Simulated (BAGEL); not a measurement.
**SiSCl2F (SMILES F[Si]([S])(Cl)Cl): ROHF/cc-pVDZ (density fitting with qzvpp-jkfit)**

Aim: the energy change on altering one bond length of SiSCl2F at ROHF/cc-pVDZ (density fitting with qzvpp-jkfit), from 2 runs. 

The calculation is run with BAGEL 1.2.2.

## 1. The system as given

SiSCl2F: 5 atoms, total charge 0, spin state doublet. As SMILES, `F[Si]([S])(Cl)Cl`. The shape is that of a PBE0-D4/def2-TZVP optimisation.

Bond lengths: F1–Si2 1.580 Å, Si2–S3 2.093 Å, Si2–Cl4 2.023 Å, Si2–Cl5 2.023 Å. Angles: F1–Si2–S3 113.3°, F1–Si2–Cl4 106.8°, F1–Si2–Cl5 106.8°, S3–Si2–Cl4 108.8°, S3–Si2–Cl5 108.8°, Cl4–Si2–Cl5 112.3°.

## 2. A single-point energy at ROHF/cc-pVDZ (density fitting with qzvpp-jkfit)

The input, job.json:

```json
{ "bagel" : [

{
  "title" : "molecule",
  "basis" : "cc-pvdz.json",
  "df_basis" : "qzvpp-jkfit",
  "angstrom" : "true",
  "geometry" : [
    { "atom" : "F", "xyz" : [       0.913000,      -0.947500,       1.032900 ] },
    { "atom" : "Si", "xyz" : [       0.055100,      -0.061700,       0.044800 ] },
    { "atom" : "S", "xyz" : [      -1.688700,       0.698800,       0.916700 ] },
    { "atom" : "Cl", "xyz" : [      -0.458100,      -1.248600,      -1.511600 ] },
    { "atom" : "Cl", "xyz" : [       1.228500,       1.485300,      -0.524300 ] }
  ]
},

{
  "title" : "rohf",
  "nopen" : 1
},

{
  "title" : "print",
  "file" : "orbitals.molden",
  "orbitals" : "true"
}

]}
```

The basis set cc-pVDZ is read from a file made from the Basis Set Exchange's data (not shown).

Started as:

```
BAGEL_NUM_THREADS=1 BAGEL job.json > job.out
```

Output:

```text
* using 1 threads per process

  ===============================================================
  ===============================================================

  *** Geometry ***

  { "atom" : "F", "xyz" : [      1.725320,     -1.790516,      1.951898 ] },
  { "atom" : "Si", "xyz" : [      0.104124,     -0.116596,      0.084660 ] },
  { "atom" : "S", "xyz" : [     -3.191181,      1.320541,      1.732312 ] },
  { "atom" : "Cl", "xyz" : [     -0.865684,     -2.359512,     -2.856510 ] },
  { "atom" : "Cl", "xyz" : [      2.321529,      2.806810,     -0.990783 ] },

  Number of auxiliary basis functions:      589

  Since a DF basis is specified, we compute 2- and 3-index integrals:
    o Being stored without compression. Storage requirement is 0.035 GB

  Number of basis functions:       86
  Number of electrons      :       73

    * METHOD: MOLECULE                             0.25

  *** Open-shell HF ***

  === Nuclear Repulsion ===
   435.2912329400

      * DIIS with orbital gradients will be used.

  === ROHF iteration (cc-pvdz.json) ===
      0      -1704.93515016          0.02006546           0.23
      1      -1705.03222090          0.01361963           0.23
      2      -1705.06143519          0.00824525           0.23
      3      -1705.07887245          0.00062270           0.21
      4      -1705.07907699          0.00015933           0.22
      5      -1705.07909786          0.00003347           0.21
      6      -1705.07909997          0.00000654           0.21
      7      -1705.07910029          0.00000166           0.26
      8      -1705.07910029          0.00000076           0.22
      9      -1705.07910029          0.00000026           0.24
     10      -1705.07910029          0.00000009           0.23
     11      -1705.07910029          0.00000006           0.27
     12      -1705.07910029          0.00000005           0.21
     13      -1705.07910029          0.00000005           0.22
     14      -1705.07910029          0.00000005           0.21
     15      -1705.07910029          0.00000004           0.21
     16      -1705.07910029          0.00000004           0.21
     17      -1705.07910029          0.00000004           0.20
     18      -1705.07910029          0.00000002           0.20
     19      -1705.07910029          0.00000001           0.21
     20      -1705.07910029          0.00000001           0.22
     21      -1705.07910029          0.00000001           0.21
    * SCF iteration converged.

    * S^2 (ROHF) is 0.7500

    * Permanent dipole moment:
           (    0.283856,    -0.186154,     0.030027) a.u.

    * METHOD: ROHF                                 5.05

    * METHOD: PRINT                                0.01

  ===============================================================
```

Run time: 5.7 s. Hardware: 1 thread of Intel Xeon 6975P-C (Granite Rapids), shared host; peak memory 0.16 GiB.

## 3. The distorted shape, same level

The input, input.json:

```json
{ "bagel": [

{
  "title": "molecule",
  "basis": "cc-pvdz.json",
  "df_basis": "qzvpp-jkfit",
  "angstrom": "true",
  "geometry": [
    { "atom": "F", "xyz": [    1.599305,   -1.656124,    1.823363 ] },
    { "atom": "Si", "xyz": [    0.055100,   -0.061700,    0.044800 ] },
    { "atom": "S", "xyz": [   -1.688700,    0.698800,    0.916700 ] },
    { "atom": "Cl", "xyz": [   -0.458100,   -1.248600,   -1.511600 ] },
    { "atom": "Cl", "xyz": [    1.228500,    1.485300,   -0.524300 ] }
  ]
},
{ "title": "rohf", "nopen": 1 },
{ "title": "print", "file": "orbitals.molden", "orbitals": "true" }

]}
```

The basis set cc-pVDZ is read from a file made from the Basis Set Exchange's data (not shown).

Started as:

```
BAGEL_NUM_THREADS=1 BAGEL input.json > input.out
```

Output:

```text
* using 1 threads per process

  ===============================================================
  ===============================================================

  *** Geometry ***

  { "atom" : "F", "xyz" : [      3.022248,     -3.129621,      3.445657 ] },
  { "atom" : "Si", "xyz" : [      0.104124,     -0.116596,      0.084660 ] },
  { "atom" : "S", "xyz" : [     -3.191181,      1.320541,      1.732312 ] },
  { "atom" : "Cl", "xyz" : [     -0.865684,     -2.359512,     -2.856510 ] },
  { "atom" : "Cl", "xyz" : [      2.321529,      2.806810,     -0.990783 ] },

  Number of auxiliary basis functions:      589

  Since a DF basis is specified, we compute 2- and 3-index integrals:
    o Being stored without compression. Storage requirement is 0.035 GB

  Number of basis functions:       86
  Number of electrons      :       73

    * METHOD: MOLECULE                             0.25

  *** Open-shell HF ***

  === Nuclear Repulsion ===
   395.5700391500

      * DIIS with orbital gradients will be used.

  === ROHF iteration (cc-pvdz.json) ===
      0      -1704.60141308          0.02363805           0.25
      1      -1703.66475695          0.06207208           0.22
      2      -1703.52137752          0.05769976           0.21
      3      -1704.77242256          0.01733410           0.22
      4      -1704.87201243          0.00817958           0.22
      5      -1704.89207079          0.00331758           0.21
      6      -1704.89713118          0.00064598           0.23
      7      -1704.89736889          0.00023053           0.22
      8      -1704.89740418          0.00008753           0.22
      9      -1704.89741323          0.00003154           0.22
     10      -1704.89741386          0.00001290           0.21
     11      -1704.89741404          0.00000730           0.22
     12      -1704.89741408          0.00000150           0.22
     13      -1704.89741410          0.00000060           0.23
     14      -1704.89741410          0.00000022           0.22
     15      -1704.89741410          0.00000010           0.22
     16      -1704.89741410          0.00000006           0.23
     17      -1704.89741410          0.00000003           0.23
     18      -1704.89741410          0.00000002           0.25
     19      -1704.89741410          0.00000002           0.23
     20      -1704.89741410          0.00000002           0.25
     21      -1704.89741410          0.00000002           0.25
     22      -1704.89741410          0.00000002           0.23
     23      -1704.89741410          0.00000001           0.23
     24      -1704.89741410          0.00000001           0.24
     25      -1704.89741410          0.00000001           0.23
    * SCF iteration converged.

    * S^2 (ROHF) is 0.7500

    * Permanent dipole moment:
           (   -1.310739,     0.754953,     0.146569) a.u.

    * METHOD: ROHF                                 6.12

    * METHOD: PRINT                                0.01

  ===============================================================
```

It took 6.9 s on 1 thread of Intel Xeon 6975P-C (Granite Rapids), shared host; peak memory 0.16 GiB.

## 4. Summary of results

Level: ROHF/cc-pVDZ (density fitting with qzvpp-jkfit).

| quantity | value |
| --- | --- |
| first shape: total energy | -1705.07910 Eh |
| first shape: dipole moment | 0.87 D |
| first shape: ⟨S²⟩ | 0.750 |
| distorted shape: total energy | -1704.89741 Eh |
| distorted shape: dipole moment | 3.86 D |
| distorted shape: ⟨S²⟩ | 0.750 |
| energy change with the F1–Si2 bond stretched from 1.580 to 2.844 Å | 4.944 eV |

What this shows: With the F1–Si2 bond stretched from 1.580 to 2.844 Å the energy rises by 4.94 eV (477 kJ/mol). The first shape isn't relaxed at this level, so the change isn't measured from a minimum.
